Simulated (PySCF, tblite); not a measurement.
# CH5B2F3Ge: geometry, infrared bands and NMR shifts

What infrared bands and NMR shifts should CH5B2F3Ge (`[BH2][GeH]([BH2])[C](F)(F)F`) show?

Computed with tblite 0.8.0 and PySCF 2.14.0, with density-fitted response routines of our own, on a single molecule in the gas phase. Atoms are numbered from 0 throughout.

## (1) Starting geometry

12 atoms, charge 0, multiplicity 1; geometry from: force field or distance geometry start.

Bonds of the start (Å): B0–Ge1 2.02, Ge1–B2 2.01, Ge1–C3 1.95, C3–F4 1.38, C3–F5 1.37, C3–F6 1.39, B0–H7 1.18, B0–H8 1.18, Ge1–H9 1.54, B2–H10 1.19, B2–H11 1.18.

## (2) Relaxing the molecule with GFN2-xTB

What the job is given:

```
{"job": {"kind": "relax", "xc": "GFN2-xTB", "basis": "xTB"}, "charge": 0, "multiplicity": 1}
B     -0.757100    -1.630200    -0.847600
Ge     0.042200     0.193600    -0.523400
B     -1.357500     1.420600     0.229100
C      1.505900     0.035600     0.753900
F      2.471000    -0.820300     0.260600
F      2.055100     1.272800     0.985700
F      1.026500    -0.481500     1.948200
H     -1.667700    -1.734400    -1.588900
H     -0.332100    -2.579400    -0.288100
H      0.584600     0.763100    -1.842500
H     -2.344000     1.646500    -0.404400
H     -1.225600     1.913000     1.291200
```

On the command line:

```sh
$ OMP_NUM_THREADS=1 python probes_run.py task.json out
```

One launch serves the whole session: the jobs run in the order shown.

**Question.** This job is followed by: GFN2-xTB harmonic vibrations, gas phase; GIAO PBE0/pcSseg-1 NMR shielding, non-relativistic, gas phase. Predict these results of the whole session: strongest single infrared mode (GFN2-xTB); zero-point energy (GFN2-xTB); 13C shifts against TMS (PBE0/pcSseg-1); 1H shifts against TMS (PBE0/pcSseg-1, means over atoms taken as alike); 11B shifts against BF3·OEt2 (PBE0/pcSseg-1, means over atoms taken as alike); 73Ge shifts against GeMe4 (PBE0/pcSseg-1); 19F shifts against CFCl3 (PBE0/pcSseg-1, means over atoms taken as alike).

As calculated:

| quantity | value |
| --- | --- |
| strongest single infrared mode (GFN2-xTB) | 1948 cm⁻¹, 401 km/mol |
| zero-point energy (GFN2-xTB) | 37.2 kcal/mol |
| 13C shifts against TMS (PBE0/pcSseg-1) | 144.6 ppm |
| 1H shifts against TMS (PBE0/pcSseg-1, means over atoms taken as alike) | 10.86, 4.69 ppm |
| 11B shifts against BF3·OEt2 (PBE0/pcSseg-1, means over atoms taken as alike) | 116.9 ppm |
| 73Ge shifts against GeMe4 (PBE0/pcSseg-1) | -175 ppm |
| 19F shifts against CFCl3 (PBE0/pcSseg-1, means over atoms taken as alike) | -60.8 ppm |

Over 75 steps the energy fell by 0.292 eV; of the close pairs, Ge1–C3 changed most, 1.949 to 2.019 Å. No mode is imaginary among the 30: a minimum at this level. The strongest single mode, at 1948 cm⁻¹, moves mainly H9. Unscaled tight-binding wavenumbers are off by several per cent, some by more. Its intensities can rank the bands wrongly. At PBE0/pcSseg-1: The largest span, 281 ppm, is at B0, B2, where the paramagnetic term is -209 ppm. Spin-orbit coupling is left out, which matters for shieldings and couplings at and beside the heavy atoms.
